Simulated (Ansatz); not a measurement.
# P: the cost of one run

Computed with Ansatz 0.2.0 (DFT PBEsol, scalar-relativistic, plane waves, PAW, unless a step's input says otherwise).

### Step 1. The structure to begin with

The structure is trigonal, space group R-3m (No. 166). Conventional cell: a = 3.579 Å, b = 3.579 Å, c = 25.943 Å, α = 90.00°, β = 90.00°, γ = 120.00°. P (site symmetry -3m) is surrounded by 12 P at 3.55 to 3.58 Å. P (site symmetry 3m) has 12 P at 3.55 to 3.58 Å as nearest neighbours.

As a file:

```cif
data_structure
_symmetry_space_group_name_H-M 'P 1'
_symmetry_Int_Tables_number 1
_cell_length_a 8.8910
_cell_length_b 8.8910
_cell_length_c 8.8910
_cell_angle_alpha 23.220
_cell_angle_beta 23.220
_cell_angle_gamma 23.220
_cell_volume 95.91
loop_
_atom_site_label
_atom_site_type_symbol
_atom_site_fract_x
_atom_site_fract_y
_atom_site_fract_z
_atom_site_occupancy
P1 P 0.00000 0.00000 0.00000 1
P2 P 0.22222 0.22222 0.22222 1
P3 P 0.77778 0.77778 0.77778 1
```

This is candidate A: samarium (9R) type (R-3m, No. 166).

(A quick probe on a coarse mesh, which set the mesh and smearing, is not shown.)

### Step 3. A loose first relaxation (candidate A)

Input file input.yaml:

```yaml
crystal:
  lattice:
    - [1.7893062867, 1.0330564662, 8.6476050088]
    - [-1.7893062867, 1.0330564662, 8.6476050088]
    - [0.0, -2.0661129326, 8.6476050088]
  atoms:
    - { symbol: P, position: [0.0, 0.0, 0.0] }
    - { symbol: P, position: [0.22222, 0.22222, 0.22222] }
    - { symbol: P, position: [0.77778, 0.77778, 0.77778] }
basis:
  ecutwfc: 420
kpoints:
  mp_grid: { grid: [6, 6, 6] }
hamiltonian:
  xc: pbesol
scf:
  occupations: { method: gaussian, width: 0.1 }
  lower_state_search: "off"
output:
  forces: true
  stress: true
  eigenvalues: true
relax:
  adjacent_minimum: "off"
  f_tol: 0.04
  max_steps: 70
  cell: { stress_tol: 0.4 }
```

Q: Estimate wall time and peak memory on 1 thread of an x86-64 CPU, shared host.

About 33 s, with a peak of 0.4 GiB.
